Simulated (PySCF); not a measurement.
**RuNF: quintet, from a linear start**

Aim: relax RuNF as a quintet from a linear start, check by its vibrations whether the end is a minimum, and collect its spectrum and constants.

Program: PySCF 2.14.0. Level of theory: PBE0, basis Ru def2-TZVP with ECP28, N def2-TZVP, F def2-TZVP, scalar-relativistic core potentials, no spin–orbit coupling, density fitting. These are calculated values, not measurements.

### Step 1. The starting structure

3 atoms, charge 0, spin multiplicity 5.

Bond lengths: Ru1–N2 1.740 Å, Ru1–F3 1.890 Å. Angles: N2–Ru1–F3 180.0°.

Z-matrix (Å, degrees; charge 0 multiplicity 5):
```
Ru
N  1 1.7400
F  1 1.8900 2 180.00
```

### Step 2. Finding the electronic state

One driver script runs all steps and calls PySCF; scf.py shows how it sets up the SCF of each step. The optimiser is the driver's own. After this first run the driver tries any further starts and a stability analysis.

The input, scf.py:

```python
from pyscf import gto, scf, dft
mol = gto.M(atom='''
Ru     0.000000     0.000000     0.000000
N      0.000000     0.000000    -1.740000
F      0.000000     0.000000     1.890000''',
    basis={'Ru': 'def2-TZVP', 'N': 'def2-TZVP', 'F': 'def2-TZVP'},
    ecp={'Ru': 'def2-TZVP'},
    charge=0, spin=4)
mf = dft.UKS(mol, xc='PBE0')
mf.grids.atom_grid = (50, 194)
aux = {'Ru': 'def2-universal-JKFIT', 'N': 'def2-universal-JKFIT', 'F': 'def2-universal-JKFIT'}
mf = mf.density_fit(auxbasis=aux)
mf.conv_tol = 1e-08
mf.diis_space = 10
mf.max_cycle = 60
mf.init_guess = 'minao'
mf.verbose = 4
mf.kernel()
```

Command:

```console
$ OMP_NUM_THREADS=4 python axn.py task.json out
```

The log of the run, shortened:

```text
[... the frontier levels of the middle cycles are left out ...]
init E= -241.334965613481
cycle= 1 E= -248.65007135552  delta_E= -7.32  |g|= 1.16  |ddm|= 3.36
[... the frontier-level lines of each cycle are left out ...]
cycle= 2 E= -244.020930719875  delta_E= 4.63  |g|= 3.06  |ddm|=  4.9
cycle= 3 E= -249.186862287241  delta_E= -5.17  |g|= 0.321  |ddm|= 4.78
cycle= 4 E= -249.051068346138  delta_E= 0.136  |g|= 0.717  |ddm|= 0.671
cycle= 5 E= -249.228334847268  delta_E= -0.177  |g|= 0.146  |ddm|= 0.341
cycle= 6 E= -249.235584680902  delta_E= -0.00725  |g|= 0.0982  |ddm|= 0.0815
cycle= 7 E= -249.238857992553  delta_E= -0.00327  |g|= 0.062  |ddm|= 0.0697
cycle= 8 E= -249.24125623111  delta_E= -0.0024  |g|= 0.0566  |ddm|= 0.0729
cycle= 9 E= -249.243171394209  delta_E= -0.00192  |g|= 0.0626  |ddm|= 0.0733
cycle= 10 E= -249.241004523861  delta_E= 0.00217  |g|= 0.0556  |ddm|= 0.0847
cycle= 11 E= -249.235584290884  delta_E= 0.00542  |g|= 0.0707  |ddm|= 0.179
cycle= 12 E= -249.235278489585  delta_E= 0.000306  |g|= 0.0771  |ddm|= 0.0102
cycle= 13 E= -249.233936518793  delta_E= 0.00134  |g|= 0.0767  |ddm|= 0.0585
cycle= 14 E= -249.235830829715  delta_E= -0.00189  |g|= 0.0739  |ddm|= 0.0737
[... 9 cycles left out ...]
cycle= 24 E= -249.252793796174  delta_E= -0.00147  |g|= 0.0564  |ddm|= 0.0699
cycle= 25 E= -249.254311523143  delta_E= -0.00152  |g|= 0.0438  |ddm|= 0.0551
cycle= 26 E= -249.252690935975  delta_E= 0.00162  |g|= 0.0534  |ddm|= 0.0609
cycle= 27 E= -249.257505289488  delta_E= -0.00481  |g|= 0.0204  |ddm|= 0.175
cycle= 28 E= -249.259823207292  delta_E= -0.00232  |g|= 0.0139  |ddm|= 0.113
cycle= 29 E= -249.259927149368  delta_E= -0.000104  |g|= 0.0488  |ddm|= 0.205
cycle= 30 E= -249.260999225601  delta_E= -0.00107  |g|= 0.0144  |ddm|= 0.0572
cycle= 31 E= -249.261050039375  delta_E= -5.08e-05  |g|= 0.00927  |ddm|= 0.0343
cycle= 32 E= -249.26109820417  delta_E= -4.82e-05  |g|= 0.00237  |ddm|= 0.0233
cycle= 33 E= -249.261101657368  delta_E= -3.45e-06  |g|= 0.000617  |ddm|= 0.00577
cycle= 34 E= -249.261102199927  delta_E= -5.43e-07  |g|= 0.00022  |ddm|= 0.00153
cycle= 35 E= -249.26110232539  delta_E= -1.25e-07  |g|= 9.92e-05  |ddm|= 0.0011
cycle= 36 E= -249.261102348825  delta_E= -2.34e-08  |g|= 2.65e-05  |ddm|= 0.000346
cycle= 37 E= -249.261102353691  delta_E= -4.87e-09  |g|= 1.73e-05  |ddm|= 0.000178
Extra cycle  E= -249.261102353037  delta_E= 6.54e-10  |g|= 5.09e-05  |ddm|= 4.63e-05
converged SCF energy = -249.261102353037  <S^2> = 6.1094354  2S+1 = 5.0435842
```

This step, with its further starts and checks, needed 10 s of wall time on 4 threads of Arm Neoverse V2, shared host.

Energies from each starting density:

```tsv
start	energy (Eh)
the minimal-basis guess	-249.261102
a thermally smeared density	-249.261103
a smeared PBE density	-249.261102
```

The test of internal stability and the other starts found no lower solution of this spin.

### Step 3. Relaxing the quintet from the linear start

The program finds C∞v symmetry in the start, which this walk keeps. Threshold on the gradient: 0.0003 Eh/bohr, with a further test on the energy change.

scf.py: that of step 2 with these lines changed.

```diff
@@ -3,3 +3,3 @@
-Ru     0.000000     0.000000     0.000000
-N      0.000000     0.000000    -1.740000
-F      0.000000     0.000000     1.890000''',
+Ru     0.000000    -0.000000    -0.085553
+N      0.000000    -0.000000    -1.825553
+F      0.000000     0.000000     1.804447''',
@@ -16 +15,0 @@
-mf.init_guess = 'minao'
```

The optimiser's trace:

```tsv
step	energy (Eh)	change (kJ/mol)	largest symmetric gradient (Eh/bohr)
0	-249.261102	0.00	0.05488
1	-249.263945	-7.46	0.00395
2	-249.263963	-7.51	0.00068
3	-249.263963	-7.51	0.00005
```

The walk took 4.9 s.

Geometry (Å) and forces (eV/Å) at some steps:

```
step 0
Ru   0.000   0.000  -0.086   0.000   0.000  -2.822
N    0.000   0.000  -1.826   0.000   0.000   1.286
F    0.000   0.000   1.804   0.000   0.000   1.536
step 1
Ru   0.000   0.000  -0.120   0.000   0.000  -0.203
N    0.000   0.000  -1.823   0.000   0.000   0.191
F    0.000   0.000   1.836   0.000   0.000   0.012
step 2
Ru   0.000   0.000  -0.123   0.000   0.000   0.030
N    0.000   0.000  -1.819   0.000   0.000  -0.035
F    0.000   0.000   1.835   0.000   0.000   0.005
step 3
Ru   0.000   0.000  -0.122   0.000   0.000  -0.003
N    0.000   0.000  -1.820   0.000   0.000   0.002
F    0.000   0.000   1.835   0.000   0.000   0.001
```

It settles in C∞v symmetry, 7.5 kJ/mol below the start, after 3 steps: Ru–F 1.958 Å, Ru–N 1.698 Å; F–Ru–N 180.0°.

### Step 4. Hessian and properties

The point is checked on the finer grid, and tightened if its gradient asks for it. The Hessian and the dipole derivatives come from central differences of analytic gradients, with steps of 0.02 bohr.

scf.py: that of step 3 with these lines changed.

```diff
@@ -3,3 +3,3 @@
-Ru     0.000000    -0.000000    -0.085553
-N      0.000000    -0.000000    -1.825553
-F      0.000000     0.000000     1.804447''',
+Ru    -0.000000    -0.000000    -0.099497
+N     -0.000000    -0.000000    -1.797032
+F      0.000000     0.000000     1.858215''',
@@ -10 +10 @@
-mf.grids.atom_grid = (50, 194)
+mf.grids.atom_grid = (75, 302)
@@ -13 +13 @@
-mf.conv_tol = 1e-08
+mf.conv_tol = 1e-10
```

This SCF starts from the last density.

Log of the central SCF (cycles and frontier levels):

```text
init E= -249.264006838408
[... the frontier-level lines of each cycle are left out ...]
cycle= 1 E= -249.264006838396  delta_E= 1.15e-11  |g|= 5.45e-06  |ddm|= 3.88e-06
Extra cycle  E= -249.264006838207  delta_E= 1.89e-10  |g|= 2.23e-05  |ddm|= 1.46e-05
converged SCF energy = -249.264006838207  <S^2> = 6.0758821  2S+1 = 5.0302613
```

The whole step took 26 s.

Geometry: C∞v; Ru–F 1.958 Å, Ru–N 1.698 Å; F–Ru–N 180.0°.

Modes, for the most abundant isotopes:

```csv
ω (cm⁻¹),IR (km/mol),type
227i,26.1,bend
25,23.7,bend
581,119,stretch
920,55.4,stretch
```

1 mode is imaginary, the largest at 227i cm⁻¹: a saddle point, not a minimum.

The SCF density has lower symmetry than the nuclear frame, so the modes carry no labels; pairs that should be degenerate can split.

Constants and moments:

```
Dipole moment                                                   : 1.20 D
Highest occupied level                                          : -6.88 eV
Lowest empty level                                              : -5.24 eV
Rotational constants                                            : 0.1507 cm⁻¹
Zero-point energy (real modes)                                  : 9.1 kJ/mol
Principal polarisabilities                                      : 30.8, 31.8, 56.8 bohr³
Atomisation energy without zero-point energy                    : 656 kJ/mol
Principal traceless quadrupole moments about the centre of mass : -15.11, 6.65, 8.46 D Å
Spin squared ⟨S²⟩                                               : 6.076
```

Charges (e) and bond orders:

```
atom  Mulliken  Löwdin  polar tensor  spin (Mulliken)  Mayer order to Ru1
 Ru1      0.92    0.72          1.23             3.51                   –
  N2     -0.37   -0.28         -0.46             0.47                2.30
  F3     -0.55   -0.44         -0.77             0.02                0.61
```

Outer orbital energies (eV). α occupied: -12.36, -11.91, -11.90, -10.26, -9.89, -9.83, -7.74, -6.88; empty: -3.92, -0.42, -0.25, 0.39. β occupied: -30.49, -21.02, -12.02, -11.32, -10.94, -9.68, -9.10, -8.87; empty: -5.24, -5.22, -3.87, -3.22.

Mulliken populations on Ru1 (outside its core potential): s 2.74, p 6.21, d 6.12, f 0.02.

### Step 5. Following the imaginary mode

The atoms are moved a little along the softest imaginary mode and relaxed again.

The program finds Cs symmetry in the start, which this walk keeps.

scf.py: that of step 4 with these lines changed.

```diff
@@ -3,3 +3,3 @@
-Ru    -0.000000    -0.000000    -0.099497
-N     -0.000000    -0.000000    -1.797032
-F      0.000000     0.000000     1.858215''',
+Ru     0.001099     0.030768    -0.099497
+N     -0.004283    -0.119924    -1.797032
+F     -0.002738    -0.076644     1.858215''',
@@ -10 +10 @@
-mf.grids.atom_grid = (75, 302)
+mf.grids.atom_grid = (50, 194)
@@ -13 +13 @@
-mf.conv_tol = 1e-10
+mf.conv_tol = 1e-08
```

The optimiser's trace:

```tsv
step	energy (Eh)	change (kJ/mol)	largest symmetric gradient (Eh/bohr)
0	-249.265307	0.00	0.01002
1	-249.267583	-5.98	0.01575
2	-249.271977	-17.51	0.01710
3	-249.277885	-33.02	0.02505
4	-249.283070	-46.64	0.05924
5	-249.289338	-63.09	0.03121
6	-249.292848	-72.31	0.00873
7	-249.294702	-77.18	0.00291
8	-249.294745	-77.29	0.00059
9	-249.294746	-77.29	0.00008
```

The walk took 15 s.

Positions (Å) and forces (eV/Å) along the way:

```
step 0
Ru   0.001   0.031  -0.100   0.019   0.515  -0.201
N   -0.004  -0.120  -1.797  -0.010  -0.264   0.365
F   -0.003  -0.077   1.858  -0.009  -0.252  -0.164
step 1
Ru   0.003   0.085  -0.101   0.030   0.810  -0.105
N   -0.005  -0.149  -1.782  -0.015  -0.425   0.263
F   -0.004  -0.102   1.844  -0.015  -0.385  -0.158
step 5
Ru   0.016   0.438  -0.104  -0.020  -0.469  -0.564
N   -0.012  -0.335  -1.625   0.013   0.404   1.605
F   -0.010  -0.269   1.691   0.007   0.064  -1.041
step 9
Ru   0.019   0.542  -0.107   0.006   0.003   0.001
N   -0.014  -0.388  -1.484  -0.003  -0.011  -0.002
F   -0.011  -0.320   1.552  -0.003   0.008   0.001
```

It settles in Cs symmetry, 77.3 kJ/mol below the start, after 9 steps: Ru–F 1.870 Å, Ru–N 1.662 Å; F–Ru–N 118.5°.

### Step 6. Hessian and properties

The same treatment as at the point before.

scf.py: that of step 5 with these lines changed.

```diff
@@ -3,3 +3,3 @@
-Ru     0.001099     0.030768    -0.099497
-N     -0.004283    -0.119924    -1.797032
-F     -0.002738    -0.076644     1.858215''',
+Ru     0.007808     0.218595    -0.090585
+N     -0.025448    -0.712484    -1.467557
+F     -0.023011    -0.644243     1.567802''',
@@ -10 +10 @@
-mf.grids.atom_grid = (50, 194)
+mf.grids.atom_grid = (75, 302)
@@ -13 +13 @@
-mf.conv_tol = 1e-08
+mf.conv_tol = 1e-10
```

SCF at the final geometry:

```text
init E= -249.294806173874
[... the frontier-level lines of each cycle are left out ...]
cycle= 1 E= -249.294806173786  delta_E= 8.83e-11  |g|= 1.57e-05  |ddm|= 1.04e-05
cycle= 2 E= -249.294806172267  delta_E= 1.52e-09  |g|= 6.37e-05  |ddm|= 3.82e-05
cycle= 3 E= -249.294806173886  delta_E= -1.62e-09  |g|= 1.77e-06  |ddm|= 3.08e-05
cycle= 4 E= -249.294806173888  delta_E= -2.27e-12  |g|= 5.76e-07  |ddm|= 1.06e-06
Extra cycle  E= -249.294806173889  delta_E= -9.09e-13  |g|= 7.88e-07  |ddm|= 1.5e-06
converged SCF energy = -249.294806173889  <S^2> = 6.0203826  2S+1 = 5.0081464
```

The whole step needed 32 s of wall time on 4 threads of Arm Neoverse V2, shared host.

Geometry: Cs; Ru–F 1.870 Å, Ru–N 1.663 Å; F–Ru–N 118.4°.

Harmonic modes (main isotopes):

```json
{"symmetry": "a'", "ω (cm⁻¹)": "228", "IR (km/mol)": "7.6", "μ (u)": "17.83"}
{"symmetry": "a'", "ω (cm⁻¹)": "639", "IR (km/mol)": "103", "μ (u)": "21.74"}
{"symmetry": "a'", "ω (cm⁻¹)": "987", "IR (km/mol)": "49.0", "μ (u)": "15.66"}
```

Every mode is real; the point is a minimum.

Properties at this point:

- Dipole moment: 2.64 D
- Highest occupied level: -6.73 eV
- Lowest empty level: -4.37 eV
- Rotational constants: 0.8802, 0.2149, 0.1728 cm⁻¹
- Zero-point energy: 11.1 kJ/mol
- Principal polarisabilities: 31.1, 37.5, 51.5 bohr³
- Atomisation energy without zero-point energy: 736 kJ/mol
- Principal traceless quadrupole moments about the centre of mass: -7.08, 2.03, 5.05 D Å
- Entropy at 298.15 K and 1 bar (electronic part: spin only): 291.3 J/(mol K)
- Heat capacity Cp at 298.15 K: 46.4 J/(mol K)
- Enthalpy at 298.15 K above 0 K: 11.74 kJ/mol
- Rotational symmetry number: 1
- Spin squared ⟨S²⟩: 6.020

Charges (e) and bond orders:

```
atom  Mulliken  Löwdin  polar tensor  spin (Mulliken)  Mayer order to Ru1
 Ru1      0.96    0.58          1.01             3.04                   –
  N2     -0.45   -0.27         -0.39             0.83                2.42
  F3     -0.51   -0.32         -0.62             0.13                0.75
```

Mulliken populations on Ru1 (outside its core potential): s 2.53, p 6.28, d 6.21, f 0.02.

### Step 7. The points found, side by side

| spin | group | bonds | imaginary modes (cm⁻¹) | ΔE (kJ/mol) | with zero-point energy |
| --- | --- | --- | --- | --- | --- |
| quintet | Cs | Ru–F 1.870 Å, Ru–N 1.663 Å | none | 0.0 | 0.0 |
| quintet | C∞v (density of lower symmetry) | Ru–F 1.958 Å, Ru–N 1.698 Å | 227i | 80.9 | – |

### Step 8. What came out

| quantity | value |
| --- | --- |
| minimum | quintet, Cs |
| geometry | Ru–F 1.870 Å, Ru–N 1.663 Å; F–Ru–N 118.4° |
| wavenumbers (cm⁻¹) | 228 (a'), 639 (a'), 987 (a') |
| dipole moment | 2.64 D |
| highest occupied, lowest empty level (either spin) | -6.73, -4.37 eV |
| polar-tensor charge of Ru1 | +1.01 e |
| zero-point energy | 11.1 kJ/mol |
| entropy at 298.15 K | 291.3 J/(mol K) |
| atomisation energy (no zero-point energy) | 736 kJ/mol |
| ⟨S²⟩ | 6.020 |

What this shows: From C∞v at the start the molecule goes to a Cs minimum, after a stop at a saddle point 80.9 kJ/mol higher, from which it was pushed off along an imaginary mode. The strongest infrared band lies at 639 cm⁻¹ (a', stretch). Most of the spin sits on Ru1 (Mulliken spin 3.04, against 4 for the whole molecule). Other starts or spin states, not run here, may lie lower. One determinant may miss the lowest occupation of an open d or f shell.

The search up to here took 88 s.
